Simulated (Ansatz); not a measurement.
# CoO: the cost of one run

Method: run time, single point, PBE, NC, in Ansatz 0.2 early development.

## 1. The starting structure

Symmetry: Fm-3m, No. 225, cubic system. The conventional cell has a = 4.260 Å, b = 4.260 Å, c = 4.260 Å, α = 90.00°, β = 90.00°, γ = 90.00°. Co (site symmetry m-3m) has 6 O at 2.13 Å as nearest neighbours. O (site symmetry m-3m) is surrounded by 6 Co at 2.13 Å.

Coordinates:

```cif
data_structure
_symmetry_space_group_name_H-M 'P 1'
_symmetry_Int_Tables_number 1
_cell_length_a 3.0123
_cell_length_b 3.0123
_cell_length_c 3.0123
_cell_angle_alpha 60.000
_cell_angle_beta 60.000
_cell_angle_gamma 60.000
_cell_volume 19.33
loop_
_atom_site_label
_atom_site_type_symbol
_atom_site_fract_x
_atom_site_fract_y
_atom_site_fract_z
_atom_site_occupancy
Co1 Co 0.00000 0.00000 0.00000 1
O1 O 0.50000 0.50000 0.50000 1
```

## 2. The run

input.yaml

```yaml
crystal:
  lattice:
    - [0, 2.13, 2.13]
    - [2.13, 0, 2.13]
    - [2.13, 2.13, 0]
  atoms:
    - { symbol: Co, position: [0, 0, 0], spin: 3.0 }
    - { symbol: O, position: [0.5, 0.5, 0.5] }
kpoints:
  mp_grid: { grid: [4, 4, 4], shift: [0, 0, 0] }
hamiltonian:
  xc: pbe
  pseudopotentials: { kind: nc }
scf:
  occupations: { method: fermi_dirac }
magnetization:
  spin_polarized: true
```

Started as:

```
> ansatz run input --backend cpu --max-ram 8GiB --threads 2 --events-out ev
```

Q: Estimate wall time and peak memory on 2 threads of Arm Neoverse V2 (Grace), shared host.

About 1.5 s, with a peak of 0.9 GiB.
